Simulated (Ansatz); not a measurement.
# K2NaAsF6: the cost of one run

Program: Ansatz 0.2.0. Level of theory: DFT PBEsol, scalar-relativistic, plane waves, PAW. These are calculated values, not measurements.

2 further runs of the same task are left out: 1 that didn't finish, 1 set aside as unsound or not needed.

### Step 1. The starting structure

It takes space group Fm-3m (No. 225, cubic). Conventional cell: a = 8.537 Å, b = 8.537 Å, c = 8.537 Å, α = 90.00°, β = 90.00°, γ = 90.00°. Around K (site symmetry -43m) lie 12 F at 3.02 Å. Around Na (site symmetry m-3m) lie 6 F at 2.23 Å. As (site symmetry m-3m) is surrounded by 6 F at 2.04 Å. F (site symmetry 4mm) is surrounded by 1 As at 2.04 Å and 1 Na at 2.23 Å.

As a file:

```xyz
10
Lattice="0.0000 4.2683 4.2683 4.2683 0.0000 4.2683 4.2683 4.2683 0.0000" Properties=species:S:1:pos:R:3 pbc="T T T"
K     2.1341    2.1341    2.1341
K     6.4024    6.4024    6.4024
Na    4.2683    4.2683    4.2683
As    0.0000    0.0000    0.0000
F     4.2683    4.2683    2.0432
F     6.4934    4.2683    4.2683
F     4.2683    4.2683    6.4934
F     4.2683    2.0432    4.2683
F     4.2683    6.4934    4.2683
F     2.0432    4.2683    4.2683
```

It goes back to an entry of the Materials Project, which need not be the stable form.

This cell was relaxed beforehand with the same method: volume 15.55 Å³/atom, gap on the mesh 4.47 eV.

### Step 2. Zero of energy

Reference values: F = -14132.0503 eV; pressure -0.01 GPa; largest force 0.001 eV/Å; gap on the mesh 4.47 eV. It was computed beforehand with the settings of the runs below.

### Step 3. Setting up a frozen normal mode

Mode 7 of the phonon run on this cell, counted from the lowest, is frozen in: each atom moves by x times its row below, so x is the largest displacement.

```
atom     ux      uy     uz
  K1  0.000   1.000  0.000
  K2  0.000   1.000  0.000
 Na3  0.000  -0.057  0.000
 As4  0.000  -0.224  0.000
  F5  0.000  -0.751  0.000
  F6  0.000  -0.751  0.000
  F7  0.000  -0.751  0.000
  F8  0.000  -0.078  0.000
  F9  0.000  -0.078  0.000
 F10  0.000  -0.751  0.000
```

### Step 4. At x = -0.300 Å

Input file input.yaml:

```yaml
crystal:
  lattice:
    - [0.0, 4.2682902665, 4.2682902665]
    - [4.2682902665, 0.0, 4.2682902665]
    - [4.2682902665, 4.2682902665, 0.0]
  atoms:
    - { symbol: K, position: [0.214857123, 0.285142877, 0.214857123] }
    - { symbol: K, position: [0.714857123, 0.785142877, 0.714857123] }
    - { symbol: Na, position: [0.5020183031, 0.4979816969, 0.5020183031] }
    - { symbol: As, position: [0.0078856461, -0.0078856461, 0.0078856461] }
    - { symbol: F, position: [0.2657538173, 0.2129401199, 0.7870598801] }
    - { symbol: F, position: [0.2657538173, 0.7342461827, 0.7870598801] }
    - { symbol: F, position: [0.7870598801, 0.7342461827, 0.2657538173] }
    - { symbol: F, position: [0.2420865715, 0.7579134285, 0.2420865715] }
    - { symbol: F, position: [0.7633926343, 0.2366073657, 0.7633926343] }
    - { symbol: F, position: [0.7870598801, 0.2129401199, 0.2657538173] }
basis:
  ecutwfc: 420
kpoints:
  mp_grid: { grid: [6, 6, 6] }
hamiltonian:
  xc: pbesol
scf:
  occupations: { method: gaussian, width: 0.05 }
output:
  forces: true
  stress: true
  eigenvalues: true
  write_density: true
  write_potential: true
  elf: true
  volumetric_format: npy
```

On the command line:

```bash
$ ansatz run input.yaml --threads 2 --pin off --max-ram 5120MiB --backend cpu --events-out ev --progress --plain --runs-dir out
```

**Question.** How long does this run take on 2 threads of Arm Neoverse V2, shared host, and how much memory does it need?

About 13 s, with a peak of 0.52 GiB.
